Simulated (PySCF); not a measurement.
**One shape, several levels: SiN2H5Cl (SMILES N[SiH](N)Cl)**

Wanted: a comparison of 5 runs (B3LYP/6-31G*, PBE0/def2-SVP, TPSSh/6-311+G**, CAM-B3LYP/pcseg-2) of SiN2H5Cl. The job is set up through a Python script.

The results are computed with PySCF 2.14.0.

## Step 1: The molecule

The species is SiN2H5Cl (9 atoms), meant as a singlet with charge 0. SMILES: `N[SiH](N)Cl`. The coordinates come from a PBE0-D4/def2-TZVP relaxation. This is one conformer, not always the lowest.

Bond lengths: N1–Si2 1.699 Å, Si2–N3 1.697 Å, Si2–Cl4 2.073 Å, N1–H5 1.005 Å, N1–H6 1.006 Å, Si2–H7 1.482 Å, N3–H8 1.007 Å, N3–H9 1.008 Å. Some angles: N1–Si2–N3 107.9°, N1–Si2–Cl4 103.8°, N3–Si2–Cl4 116.7°, N1–Si2–H7 118.8°, N3–Si2–H7 105.8°, Cl4–Si2–H7 104.4°, Si2–N1–H5 121.2°, Si2–N1–H6 120.9°, Si2–N3–H8 120.2°, Si2–N3–H9 120.5°.

## Step 2: Energy and gradient at B3LYP/6-31G(d) (spherical functions) (run 1)

Contents of run.py:

```python
# N[SiH](N)Cl
from pyscf import gto, dft

mol = gto.M(
    atom=[
    ('N', (-0.509800, 1.299800, -0.392000)),
    ('Si', (0.353100, -0.162800, -0.342500)),
    ('N', (0.059300, -0.889800, 1.162600)),
    ('Cl', (-0.311800, -1.187600, -2.017200)),
    ('H', (-0.798400, 1.704400, -1.266000)),
    ('H', (-0.413900, 1.982200, 0.341600)),
    ('H', (1.826600, -0.127300, -0.492100)),
    ('H', (0.678600, -1.603400, 1.510800)),
    ('H', (-0.883700, -1.015500, 1.494800)),
],
    charge=0,
    max_memory=1860,
    basis='6-31g*',
    verbose=4,
)

mf = dft.RKS(mol, xc='b3lyp')
mf.grids.level = 5
mf.conv_tol = 1e-10
mf.kernel()
if not mf.converged:
    mf = mf.newton().run(mf.mo_coeff, mf.mo_occ)

etot = mf.e_tot
print('E = %.10f Eh' % etot)
grad = mf.nuc_grad_method().kernel()
mf.analyze()
```

Command:

```console
$ OMP_NUM_THREADS=1 python run.py
```

Log:

```text
PySCF version 2.14.0

[... 94 lines left out ...]
One-electron Energy =                -1640.687779792615856
[... 8 lines left out ...]
MO #4   energy= -14.3085242691366  occ= 2
[... 6 lines left out ...]
MO #11  energy= -3.67177093285005  occ= 2
[... 6 lines left out ...]
MO #18  energy= -0.499436350415036 occ= 2
[... 6 lines left out ...]
MO #25  energy= -0.264217530649541 occ= 2
[... 6 lines left out ...]
MO #32  energy= 0.160089577075601  occ= 0
[... 6 lines left out ...]
MO #39  energy= 0.444619838641865  occ= 0
[... 6 lines left out ...]
MO #46  energy= 0.719721521819205  occ= 0
[... 6 lines left out ...]
MO #53  energy= 0.904705320952959  occ= 0
[... 6 lines left out ...]
MO #60  energy= 1.07994865015015   occ= 0
[... 6 lines left out ...]
MO #67  energy= 1.83094594712229   occ= 0
[... 6 lines left out ...]
MO #74  energy= 2.4414455743575    occ= 0
[... 47 lines left out ...]
pop of  2 N 3dx2-y2       0.00136
pop of  3 Cl 1s           2.00000
pop of  3 Cl 2s           1.99984
pop of  3 Cl 3s           1.86695
pop of  3 Cl 4s           0.00341
pop of  3 Cl 2px          1.99995
pop of  3 Cl 2py          1.99994
pop of  3 Cl 2pz          1.99993
pop of  3 Cl 3px          1.90725
pop of  3 Cl 3py          1.84604
pop of  3 Cl 3pz          1.70588
pop of  3 Cl 4px          0.00189
pop of  3 Cl 4py          0.00183
pop of  3 Cl 4pz          0.00270
pop of  3 Cl 3dxy         0.00095
pop of  3 Cl 3dyz         0.00392
pop of  3 Cl 3dz^2        0.00267
pop of  3 Cl 3dxz         0.00211
pop of  3 Cl 3dx2-y2      0.00063
pop of  4 H 1s            0.75768
pop of  4 H 2s            0.01221
pop of  5 H 1s            0.76038
pop of  5 H 2s            0.01197
pop of  6 H 1s            1.13566
pop of  6 H 2s            0.00448
pop of  7 H 1s            0.76096
pop of  7 H 2s            0.01185
pop of  8 H 1s            0.76189
pop of  8 H 2s            0.01212
 ** Mulliken atomic charges  **
charge of    0N =     -0.70384
charge of    1Si =      0.97060
charge of    2N =     -0.69169
charge of    3Cl =     -0.34588
charge of    4H =      0.23012
charge of    5H =      0.22765
charge of    6H =     -0.14014
charge of    7H =      0.22720
charge of    8H =      0.22599
Dipole moment(X, Y, Z, Debye): -0.07373,  1.20339,  2.21487
```

Run time: 60 s. Hardware: 1 thread of Intel Xeon at 2.50GHz (Skylake/Cascade Lake), shared host; peak memory 0.73 GiB.

## Step 3: Energy and gradient at B3LYP/6-31G(d) (Cartesian functions) (run 2)

Contents of input.py:

```python
from pyscf import gto, dft

molecule = gto.M(
    atom='''
N   -0.509800   1.299800  -0.392000
Si   0.353100  -0.162800  -0.342500
N    0.059300  -0.889800   1.162600
Cl  -0.311800  -1.187600  -2.017200
H   -0.798400   1.704400  -1.266000
H   -0.413900   1.982200   0.341600
H    1.826600  -0.127300  -0.492100
H    0.678600  -1.603400   1.510800
H   -0.883700  -1.015500   1.494800
''',
    basis='6-31g*',
    charge=0,
    spin=0,
    max_memory=1860,
    verbose=3,
    cart=True,
)

ks = dft.RKS(molecule, xc='b3lyp')
ks.conv_tol = 1e-10
ks.grids.level = 5
ks.kernel()
if not ks.converged:
    ks = ks.newton().run(ks.mo_coeff, ks.mo_occ)

energy = ks.e_tot
print('E = %.10f Eh' % energy)
grad = ks.nuc_grad_method().kernel()
ks.analyze()
```

Command:

```console
$ OMP_NUM_THREADS=1 python input.py
```

Log:

```text
converged SCF energy = -862.308311245822
[... 10 lines left out ...]
MO #1   energy= -101.513779943442  occ= 2
[... 6 lines left out ...]
MO #8   energy= -7.18862116898427  occ= 2
[... 6 lines left out ...]
MO #15  energy= -0.802074438390417 occ= 2
[... 6 lines left out ...]
MO #22  energy= -0.315549517739444 occ= 2
[... 6 lines left out ...]
MO #29  energy= 0.125119843769509  occ= 0
[... 6 lines left out ...]
MO #36  energy= 0.347166789791661  occ= 0
[... 6 lines left out ...]
MO #43  energy= 0.600200602834731  occ= 0
[... 6 lines left out ...]
MO #50  energy= 0.872856400956872  occ= 0
[... 6 lines left out ...]
MO #57  energy= 0.97197624337022   occ= 0
[... 6 lines left out ...]
MO #64  energy= 1.3112608534374    occ= 0
[... 6 lines left out ...]
MO #71  energy= 2.30641482651469   occ= 0
[... 6 lines left out ...]
MO #78  energy= 4.29165370101469   occ= 0
[... 10 lines left out ...]
Dipole moment(X, Y, Z, Debye): -0.07184,  1.20119,  2.20764
```

Run time: 60 s. Hardware: 1 thread of Intel Xeon at 2.50GHz (Skylake/Cascade Lake), shared host; peak memory 0.77 GiB.

Run 3 isn't shown in full; the table further down has it.

## Step 4: Energy and gradient at TPSSh/6-311+G(d,p) (run 4)

Contents of job.py:

```python
from pyscf import gto, dft

mol = gto.Mole()
mol.atom = '''
N   -0.509800   1.299800  -0.392000
Si   0.353100  -0.162800  -0.342500
N    0.059300  -0.889800   1.162600
Cl  -0.311800  -1.187600  -2.017200
H   -0.798400   1.704400  -1.266000
H   -0.413900   1.982200   0.341600
H    1.826600  -0.127300  -0.492100
H    0.678600  -1.603400   1.510800
H   -0.883700  -1.015500   1.494800
'''
mol.spin = 0
mol.max_memory = 1860
mol.basis = '6-311+g**'
mol.charge = 0
mol.verbose = 3
mol.build()

calc0 = dft.RKS(mol, xc='tpssh')
calc0.conv_tol = 1e-10
calc0.grids.level = 5
calc0.kernel()
if not calc0.converged:
    calc0 = calc0.newton().run(calc0.mo_coeff, calc0.mo_occ)

e_tot = calc0.e_tot
print('E = %.10f Eh' % e_tot)
grad = calc0.nuc_grad_method().kernel()
dip = calc0.dip_moment()
pop, q = calc0.mulliken_pop()
```

Command:

```console
$ OMP_NUM_THREADS=1 python job.py
```

Log:

```text
converged SCF energy = -862.410751742108
[... 9 lines left out ...]
Dipole moment(X, Y, Z, Debye):  0.02035,  1.08302,  1.93958
[... 105 lines left out ...]
pop of  4 H 1s            0.27267
pop of  4 H 2s            0.39089
pop of  4 H 3s            0.00067
pop of  4 H 2px           0.01500
pop of  4 H 2py           0.00995
pop of  4 H 2pz           0.01717
pop of  5 H 1s            0.27258
pop of  5 H 2s            0.39440
pop of  5 H 3s            0.00589
pop of  5 H 2px           0.01427
pop of  5 H 2py           0.01341
pop of  5 H 2pz           0.01463
pop of  6 H 1s            0.24957
pop of  6 H 2s            0.61082
pop of  6 H 3s            0.25290
pop of  6 H 2px           0.00946
pop of  6 H 2py           0.00057
pop of  6 H 2pz           0.00052
pop of  7 H 1s            0.27262
pop of  7 H 2s            0.39885
pop of  7 H 3s            0.00515
pop of  7 H 2px           0.01288
pop of  7 H 2py           0.01659
pop of  7 H 2pz           0.01283
pop of  8 H 1s            0.27240
pop of  8 H 2s            0.39428
pop of  8 H 3s            0.01850
pop of  8 H 2px           0.01835
pop of  8 H 2py           0.01115
pop of  8 H 2pz           0.01238
 ** Mulliken atomic charges  **
charge of    0N =     -0.84580
charge of    1Si =      0.81133
charge of    2N =     -0.76385
charge of    3Cl =     -0.21033
charge of    4H =      0.29365
charge of    5H =      0.28482
charge of    6H =     -0.12383
charge of    7H =      0.28108
charge of    8H =      0.27294
```

Wall time 2.9 min (1 thread of Intel Xeon at 2.50GHz (Skylake/Cascade Lake), shared host); peak memory 1.5 GiB.

## Step 5: Energy and forces at CAM-B3LYP/pcseg-2 (run 5)

Contents of calc.py:

```python
# N[SiH](N)Cl
import pyscf.grad
from pyscf import gto, dft

mol = gto.M(
    atom='''
N     -0.509800     1.299800    -0.392000
Si     0.353100    -0.162800    -0.342500
N      0.059300    -0.889800     1.162600
Cl    -0.311800    -1.187600    -2.017200
H     -0.798400     1.704400    -1.266000
H     -0.413900     1.982200     0.341600
H      1.826600    -0.127300    -0.492100
H      0.678600    -1.603400     1.510800
H     -0.883700    -1.015500     1.494800
''',
    basis='pcseg-2',
    charge=0,
    max_memory=1860,
    verbose=4,
    spin=0,
)

calc0 = dft.RKS(mol)
calc0.xc = 'cam-b3lyp'
calc0.conv_tol = 1e-10
calc0.grids.level = 5
calc0.kernel()
if not calc0.converged:
    calc0 = calc0.newton().run(calc0.mo_coeff, calc0.mo_occ)

energy = calc0.e_tot
print(f'total energy: {energy:.8f} hartree')
grad = calc0.Gradients().kernel()
calc0.analyze()
```

Command:

```console
$ OMP_NUM_THREADS=1 python calc.py
```

Log:

```text
PySCF version 2.14.0

[... 99 lines left out ...]
DFT Exchange-Correlation Energy =      -65.006307265274003
[... 19 lines left out ...]
MO #18  energy= -0.571394198071122 occ= 2
[... 17 lines left out ...]
MO #36  energy= 0.25305531274074   occ= 0
[... 17 lines left out ...]
MO #54  energy= 0.599691403071574  occ= 0
[... 17 lines left out ...]
MO #72  energy= 1.15383137596527   occ= 0
[... 17 lines left out ...]
MO #90  energy= 1.74403705507103   occ= 0
[... 17 lines left out ...]
MO #108 energy= 2.28249832969312   occ= 0
[... 17 lines left out ...]
MO #126 energy= 3.44971710876641   occ= 0
[... 17 lines left out ...]
MO #144 energy= 3.99560400809516   occ= 0
[... 17 lines left out ...]
MO #162 energy= 4.65885630393716   occ= 0
[... 17 lines left out ...]
MO #180 energy= 5.68684079272907   occ= 0
[... 17 lines left out ...]
MO #198 energy= 32.4077287868782   occ= 0
[... 171 lines left out ...]
pop of  6 H 3dx2-y2       0.00034
pop of  7 H 1s            0.74425
pop of  7 H 2s            0.00535
pop of  7 H 3s            0.00328
pop of  7 H 2px           0.00053
pop of  7 H 2py           0.00160
pop of  7 H 2pz           0.00152
pop of  7 H 3px           0.00015
pop of  7 H 3py           0.00017
pop of  7 H 3pz           0.00007
pop of  7 H 3dxy          0.00006
pop of  7 H 3dyz          0.00007
pop of  7 H 3dz^2         0.00002
pop of  7 H 3dxz          0.00003
pop of  7 H 3dx2-y2       0.00005
pop of  8 H 1s            0.74556
pop of  8 H 2s            0.00557
pop of  8 H 3s            0.00333
pop of  8 H 2px           0.00064
pop of  8 H 2py           0.00145
pop of  8 H 2pz           0.00141
pop of  8 H 3px           0.00028
pop of  8 H 3py           0.00005
pop of  8 H 3pz           0.00006
pop of  8 H 3dxy          0.00005
pop of  8 H 3dyz          0.00002
pop of  8 H 3dz^2         0.00002
pop of  8 H 3dxz          0.00008
pop of  8 H 3dx2-y2       0.00005
 ** Mulliken atomic charges  **
charge of    0N =     -0.75701
charge of    1Si =      1.02998
charge of    2N =     -0.74777
charge of    3Cl =     -0.34817
charge of    4H =      0.24617
charge of    5H =      0.24341
charge of    6H =     -0.15090
charge of    7H =      0.24286
charge of    8H =      0.24143
Dipole moment(X, Y, Z, Debye):  0.00215,  1.04897,  1.90397
```

Wall time 16 min (1 thread of Intel Xeon at 2.50GHz (Skylake/Cascade Lake), shared host); peak memory 3.1 GiB.

## Step 6: The series

```tsv
run	level	Cartesian functions	energy (Eh)	dipole moment (D)	HOMO energy (eV)	LUMO energy (eV)	wall time
1	B3LYP/6-31G* (spherical functions)	no	-862.301024	2.52	-7.19	1.58	60 s
2	B3LYP/6-31G* (Cartesian functions)	yes	-862.308311	2.51	-7.19	1.54	60 s
3	PBE0/def2-SVP	no	-861.596317	2.25	-7.46	1.69	61 s
4	TPSSh/6-311+G**	no	-862.410752	2.22	-7.05	-0.23	2.9 min
5	CAM-B3LYP/pcseg-2	no	-862.397468	2.17	-9.26	1.14	16 min
```

## Step 7: Results

| quantity | value |
| --- | --- |
| run 5: total energy | -862.39747 Eh |
| run 5: dipole moment | 2.17 D |
| run 5: HOMO energy | -9.26 eV |
| run 5: LUMO energy | 1.14 eV |
| run 5: HOMO–LUMO gap | 10.40 eV |
| run 5: largest force on an atom | 0.168 eV/Å |

What this shows: The dipole moment (its size) runs from 2.17 D (CAM-B3LYP/pcseg-2) to 2.52 D (B3LYP/6-31G*). The two ends differ in method and basis. The HOMO–LUMO gap runs from 6.82 eV (TPSSh/6-311+G**) to 10.40 eV (CAM-B3LYP/pcseg-2). Totals of different functionals can't be ranked against each other. All runs together took 22 min, the longest 16 min.
